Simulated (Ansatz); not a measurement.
# One shape, several levels: CH5InO2 (SMILES [CH3][In]([OH])[OH])

Aim: a comparison of 6 runs (HF/3-21G, BLYP/def2-SVP, PBE-QIDH/def2-SVP, r2SCAN0/def2-SVP, RPA@PBE/def2-SVP, CCSD(T)/def2-SVP) of CH5InO2. 

The results are computed with Ansatz 0.2.0.

57 further runs of the same task are left out: 1 that didn't finish, 56 set aside as unsound or not needed. Runs told in other sessions of the task aren't counted.

### Step 1. The system as given

The species is CH5InO2 (9 atoms), meant as a singlet with charge 0. SMILES: `[CH3][In]([OH])[OH]`. The C1–H6 distance was set to 1.962 Å, away from the relaxed value. At this shape a bond of the SMILES string is far longer than usual.

Bond lengths: C1–In2 2.127 Å, In2–O3 1.981 Å, In2–O4 1.993 Å, C1–H5 1.090 Å, C1–H7 1.089 Å, O3–H8 0.961 Å, O4–H9 0.959 Å. Angles: C1–In2–O3 124.7°, C1–In2–O4 129.1°, O3–In2–O4 106.2°, In2–C1–H5 109.8°, In2–C1–H7 109.4°, In2–O3–H8 111.0°, In2–O4–H9 114.4°, H5–C1–H7 109.7°.

### Step 2. The energy at HF/3-21G (run 1)

The input, input.yaml:

```yaml
basis:
  gaussian:
    orbitals: 3-21G-spherical.json
crystal:
  periodic: [false, false, false]
  atoms:
    - {symbol: C, position_ang: [-0.325551, 0.107351, -1.572992]}
    - {symbol: In, position_ang: [-0.116051, -1.148949, 0.131008]}
    - {symbol: O, position_ang: [1.201849, -2.618849, 0.294108]}
    - {symbol: O, position_ang: [-1.137551, -1.125749, 1.841808]}
    - {symbol: H, position_ang: [-1.365351, 0.116351, -1.899592]}
    - {symbol: H, position_ang: [0.212100, 1.936300, -1.107700]}
    - {symbol: H, position_ang: [0.308549, -0.263949, -2.376592]}
    - {symbol: H, position_ang: [1.126549, -3.056249, 1.146308]}
    - {symbol: H, position_ang: [-1.816051, -0.449149, 1.889308]}
magnetization:
  spin_polarized: false
hamiltonian:
  xc: hf
accuracy: high
output: {orbitals: {seedname: orbitals}}
```

The basis set 3-21G is read from a file made from the Basis Set Exchange's data (not shown).

Command:

```console
ansatz run input.yaml --threads 1 --pin off --max-ram 3480MiB --events-out events.jsonl --progress --plain --runs-dir runs
```

The program printed:

```text
Warning: RAYON_NUM_THREADS=1 ignored (pool sized by the plan → 1); use --threads N
Functional definition: HF
  name "HF"
  exchange = exact_x
  correlation = 0
1451 factors; integrals over basis functions are off by at most 2.3e-8 eV
mean field evaluation 1: about -160652.6673 eV, gradient 5.1e1 eV
mean field evaluation 2: about -160652.9150 eV, gradient 5.2e1 eV
mean field evaluation 4: about -160658.1779 eV, gradient 2.7e0 eV
mean field evaluation 8: about -160658.2503 eV, gradient 4.1e-1 eV
mean field evaluation 16: about -160658.2517 eV, gradient 2.3e-7 eV
mean field -160658.25167910 eV, -5904.0818511328 hartree, gradient 1.3e-8 eV, S^2 0.000000; 0 other end points of the search recorded, 0 dependent functions left out
reference -160658.25167910 eV, -5904.0818511328 hartree; 38, 38 occupied and 30, 30 virtual orbitals, 1451 factors
Total energy: -160658.25167910 eV, -5904.0818511328 hartree
```

Run time: 1.4 s. Hardware: 1 thread of Arm Neoverse V2, shared host; peak memory 0.19 GiB.

### Step 3. The energy at BLYP/def2-SVP (core potential) (run 2)

The input, in.yaml:

```yaml
basis:
  gaussian: {orbitals: def2-SVP}
crystal:
  periodic: [false, false, false]
  atoms:
    - symbol: C
      position_ang: [-0.325551, 0.107351, -1.572992]
    - symbol: In
      position_ang: [-0.116051, -1.148949, 0.131008]
    - symbol: O
      position_ang: [1.201849, -2.618849, 0.294108]
    - symbol: O
      position_ang: [-1.137551, -1.125749, 1.841808]
    - symbol: H
      position_ang: [-1.365351, 0.116351, -1.899592]
    - symbol: H
      position_ang: [0.212100, 1.936300, -1.107700]
    - symbol: H
      position_ang: [0.308549, -0.263949, -2.376592]
    - symbol: H
      position_ang: [1.126549, -3.056249, 1.146308]
    - symbol: H
      position_ang: [-1.816051, -0.449149, 1.889308]
hamiltonian: {xc: {name: BLYP}}
accuracy: high
output: {orbitals: {seedname: orbitals}}
```

Command:

```console
ansatz run in.yaml --threads 1 --pin off --max-ram 3480MiB --events-out events.jsonl --progress --plain --runs-dir runs
```

The program printed:

```text
Warning: RAYON_NUM_THREADS=1 ignored (pool sized by the plan → 1); use --threads N
Functional definition: BLYP
  name "BLYP"
  parameter beta = 0.0042
  parameter a = 0.04918
  parameter b = 0.132
  parameter c = 0.2533
  parameter d = 0.349
  exchange = b88_x(beta = beta)
  correlation = lyp_c(a = a, b = b, c = c, d = d)
2220 factors; integrals over basis functions are off by at most 7.7e-9 eV
mean field evaluation 1: about -10352.3139 eV, gradient 1.1e2 eV
mean field evaluation 2: about -10195.8007 eV, gradient 2.4e2 eV
mean field evaluation 4: about -10371.2650 eV, gradient 4.1e1 eV
mean field evaluation 8: about -10376.9795 eV, gradient 1.3e0 eV
mean field evaluation 16: about -10376.9771 eV, gradient 1.2e-4 eV
mean field -10376.97709221 eV, -381.3468743711 hartree, gradient 1.8e-8 eV, S^2 0.000000; 0 other end points of the search recorded, 0 dependent functions left out
reference -10376.97715359 eV, -381.3468766267 hartree; 24, 24 occupied and 69, 69 virtual orbitals, 2220 factors
Total energy: -10376.97715359 eV, -381.3468766267 hartree
```

It took 6.3 s on 1 thread of Arm Neoverse V2, shared host; peak memory 0.25 GiB.

Runs 3 to 4 aren't shown in full; the table further down has their settings and results.

### Step 4. A single-point energy at RPA@PBE/def2-SVP (core potential) (run 5)

The input, molecule.yaml:

```yaml
basis:
  gaussian:
    orbitals: def2-SVP
crystal:
  periodic: [false, false, false]
  atoms:
    - {symbol: C, position_ang: [-0.325551, 0.107351, -1.572992]}
    - {symbol: In, position_ang: [-0.116051, -1.148949, 0.131008]}
    - {symbol: O, position_ang: [1.201849, -2.618849, 0.294108]}
    - {symbol: O, position_ang: [-1.137551, -1.125749, 1.841808]}
    - {symbol: H, position_ang: [-1.365351, 0.116351, -1.899592]}
    - {symbol: H, position_ang: [0.212100, 1.936300, -1.107700]}
    - {symbol: H, position_ang: [0.308549, -0.263949, -2.376592]}
    - {symbol: H, position_ang: [1.126549, -3.056249, 1.146308]}
    - {symbol: H, position_ang: [-1.816051, -0.449149, 1.889308]}
hamiltonian:
  xc: {name: PBE}
correlation:
  method: rpa
  frozen_orbitals: {C: 1, H: 0, In: 4, O: 1}
accuracy: high
```

Command:

```console
ansatz run molecule.yaml --threads 1 --pin off --max-ram 3480MiB --events-out events.jsonl --progress --plain --runs-dir runs
```

The program printed (excerpt; [...] marks lines left out):

```text
Warning: RAYON_NUM_THREADS=1 ignored (pool sized by the plan → 1); use --threads N
Functional definition: PBE
  name "PBE"
[...]
2220 factors; integrals over basis functions are off by at most 7.7e-9 eV
[...]
mean field -10373.70815618 eV, -381.2267431875 hartree, gradient 1.7e-8 eV, S^2 0.000000; 1 other end points of the search recorded, 0 dependent functions left out
7 core orbitals not correlated: weight in the atoms' cores, before any rotation towards them, 1.000 or more for the frozen orbitals, at most 0.000 for the correlated occupied ones
reference -10323.19492424 eV, -379.3704161529 hartree; 17, 17 occupied and 69, 69 virtual orbitals, 2220 factors
Total energy: -10350.63421410 eV, -380.3787914563 hartree
```

Wall time 15 s (1 thread of Arm Neoverse V2, shared host); peak memory 0.51 GiB.

### Step 5. The energy at CCSD(T)/def2-SVP (core potential) (run 6)

The input, input.yaml:

```yaml
crystal:
  periodic: [false, false, false]
  atoms:
    - symbol: C
      position_ang: [-0.325551, 0.107351, -1.572992]
    - symbol: In
      position_ang: [-0.116051, -1.148949, 0.131008]
    - symbol: O
      position_ang: [1.201849, -2.618849, 0.294108]
    - symbol: O
      position_ang: [-1.137551, -1.125749, 1.841808]
    - symbol: H
      position_ang: [-1.365351, 0.116351, -1.899592]
    - symbol: H
      position_ang: [0.212100, 1.936300, -1.107700]
    - symbol: H
      position_ang: [0.308549, -0.263949, -2.376592]
    - symbol: H
      position_ang: [1.126549, -3.056249, 1.146308]
    - symbol: H
      position_ang: [-1.816051, -0.449149, 1.889308]
basis:
  gaussian:
    orbitals: def2-SVP
correlation:
  method: ccsd_t
  frozen_orbitals: {C: 1, H: 0, In: 4, O: 1}
accuracy: high
scf:
  omitted_lower_state_checks: [cluster_reference, increment]
```

Command:

```console
ansatz run input.yaml --threads 1 --pin off --max-ram 3480MiB --events-out events.jsonl --progress --plain --runs-dir runs
```

The program printed (excerpt; [...] marks lines left out):

```text
Warning: RAYON_NUM_THREADS=1 ignored (pool sized by the plan → 1); use --threads N
[... 2 set-up lines as earlier in the session ...]
[...]
2220 factors; integrals over basis functions are off by at most 7.7e-9 eV
[...]
mean field -10324.83970697 eV, -379.4308608034 hartree, gradient 5.7e-8 eV, S^2 0.000000; 1 other end points of the search recorded, 0 dependent functions left out; unrestricted orbitals would lower it
7 core orbitals not correlated: weight in the atoms' cores, before any rotation towards them, 1.000 or more for the frozen orbitals, at most 0.000 for the correlated occupied ones
reference -10324.83970697 eV, -379.4308608034 hartree; 17, 17 occupied and 69, 69 virtual orbitals, 2220 factors
second order -17.15454188 eV of doubles, -0.00000000 eV of singles
cycle   1  -17.36121798 eV  change   -2.1e-1 eV  update   1.4e-1
[...]
cycle  26  -18.17503336 eV  change   -1.6e-9 eV  update   1.6e-9
perturbative correction -0.55454480 eV, -0.0203791456 hartree
Total energy: -10343.56928514 eV, -380.1191601057 hartree
Checks for a lower state left out: cluster_reference, increment
```

It took 38 s on 1 thread of Arm Neoverse V2, shared host; peak memory 0.66 GiB.

### Step 6. All runs side by side

| run | level | core potential | frozen core orbitals | energy (Eh) | HOMO energy (eV) | LUMO energy (eV) | HOMO–LUMO gap (eV) | wall time |
| --- | --- | --- | --- | --- | --- | --- | --- | --- |
| 1 | HF/3-21G | none | – | -5904.081851 | -10.23 | 1.29 | 11.52 | 1.4 s |
| 2 | BLYP/def2-SVP (core potential) | def2-SVP | – | -381.346877 | -5.98 | -3.20 | 2.78 | 6.3 s |
| 3 | PBE-QIDH/def2-SVP (core potential) | def2-SVP | 7 | -380.866142 | -9.90 | -0.66 | 9.25 | 11 s |
| 4 | r2SCAN0/def2-SVP (core potential) | def2-SVP | – | -381.335946 | -8.10 | -2.41 | 5.69 | 14 s |
| 5 | RPA@PBE/def2-SVP (core potential) | def2-SVP | 7 | -380.378791 | – | – | – | 15 s |
| 6 | CCSD(T)/def2-SVP (core potential) | def2-SVP | 7 | -380.119160 | – | – | – | 38 s |

### Step 7. Results

| quantity | value |
| --- | --- |
| run 6: total energy | -380.11916 Eh |
| run 6: correlation energy (7 core orbitals frozen) | -688.3 mEh |
| run 6: (T) correction | -20.38 mEh |
| run 6: T1 diagnostic | 0.018 |

Over runs 1, 2, 3, 4 the HOMO–LUMO gap runs from 2.78 eV (BLYP/def2-SVP) to 11.52 eV (HF/3-21G). The two ends differ in method and basis and core potential. Totals of different functionals can't be ranked against each other. Some runs of one species differ in core potentials or relativity; totals across that change don't compare. In runs 3, 6 the log says that unrestricted orbitals would lower the reference, so the values rest on an unstable closed-shell determinant (other closed-shell runs at this shape may share the fault). In runs 1, 2, 3, 4, 6 a closed-shell determinant meets a far-stretched bond; if it breaks into open shells, such a determinant describes it badly, and no broken-symmetry solution was shown. In run 1 relativity is left out where basis or elements ask for it. All runs together took 85 s, the longest 38 s.
